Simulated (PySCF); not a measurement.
# C4H12Ge (Ge(tBu)H3): the cost of one run

The runs use PySCF 2.14.0, with density-fitted response routines of our own; the level of theory stands in each step. All values are computed, except where a source is named. Atoms are numbered from 0 throughout.

## Step 1: The molecule as given

17 atoms, charge 0, multiplicity 1; geometry from: GFN2-xTB. The atoms were then displaced at random by about 0.03 Å, so the start is not that level's minimum.

Bonds of the start (Å): Ge0–C1 1.99, Ge0–H14 1.43, Ge0–H15 1.62, Ge0–H16 1.45, C1–C2 1.56, C1–C3 1.61, C1–C4 1.53, C2–H5 1.11, C2–H6 1.05, C2–H7 1.01, C3–H8 1.12, C3–H9 0.98, C3–H10 1.13, C4–H11 1.10, C4–H12 1.10, C4–H13 1.14.

## Step 2: Geometry optimisation at PBE0-D3(BJ)/def2-SVP

What the job is given:

```
{"job": {"xc": "PBE0", "basis": "def2-SVP", "d3": "d3bj", "grid": 1, "maxiter": 40, "shake": 0.03, "kind": "geom"}, "charge": 0, "multiplicity": 1}
Ge     0.065250    -0.072580    -1.843260
C     -0.016790    -0.012980     0.142430
C     -1.490740     0.166300     0.621430
C      0.964020     1.155660     0.647060
C      0.554070    -1.346240     0.617130
H     -1.473760     0.181750     1.729810
H     -1.817390     1.112340     0.299740
H     -2.017940    -0.618210     0.267890
H      0.478080     2.121100     0.356780
H      1.883590     1.031150     0.341430
H      0.845020     1.163070     1.773910
H      1.598270    -1.468180     0.309460
H     -0.131940    -2.126750     0.267120
H      0.527840    -1.343670     1.759360
H      1.379870    -0.090150    -2.413680
H     -0.637500     1.280440    -2.392980
H     -0.738490    -1.133630    -2.423370
```

On the command line:

```sh
> OMP_NUM_THREADS=1 python probes_run.py task.json out
```

This one command runs all jobs of the session in turn.

**Question.** How long does this first job take on 1 thread of Arm Neoverse V2, shared host, and how much memory does it need?

About 45 s, with a peak of 0.59 GiB.
